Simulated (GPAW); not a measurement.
Ir3Rh:

```
Ir Rh
1.0
     3.84034    0.00000    0.00000
     0.00000    3.84034    0.00000
     0.00000    0.00000    3.84034
Ir Rh
3 1
Direct
  0.50000 0.50000 0.00000
  0.00000 0.50000 0.50000
  0.50000 0.00000 0.50000
  0.00000 0.00000 0.00000
```

The cell comes from a database or a generator and needn't be the stable form of this composition.

* Program: GPAW 26.7.0
* Task: relaxation of cell and atoms
* Functional: PBEsol
* Potentials or basis: PAW data sets generated in the run's folder for this functional
* Cutoff: 600 eV
* Basis: pw
* k mesh: 7 × 7 × 7
* Occupations: fermi-dirac, width 0.05 eV
* Spin: no spin polarisation

At the start: pressure -6.3 GPa; volume 14.16 Å³/atom.

Problem. Where does the relaxation end?

Solution. Over 3 steps the energy falls by 5.1 meV/atom and the volume is 13.90 Å³/atom (-1.9 %); space group Pm-3m (No. 221, to 0.05 Å).

The path:
```tsv
step	energy change (eV)	largest force (eV/Å)	pressure (GPa)	volume (Å³)
1	0.0000	0.0000	-6.34	56.64
2	-0.0112	0.0000	-4.33	56.30
3	-0.0203	0.0000	0.13	55.59
```

Final structure:
```
Ir Rh
1.0
     3.81650    0.00000    0.00000
     0.00000    3.81650    0.00000
     0.00000    0.00000    3.81650
Ir Rh
3 1
Direct
  0.50000 0.50000 0.00000
  0.00000 0.50000 0.50000
  0.50000 0.00000 0.50000
  0.00000 0.00000 0.00000
```

Caveat: later steps reuse the first step's grids.
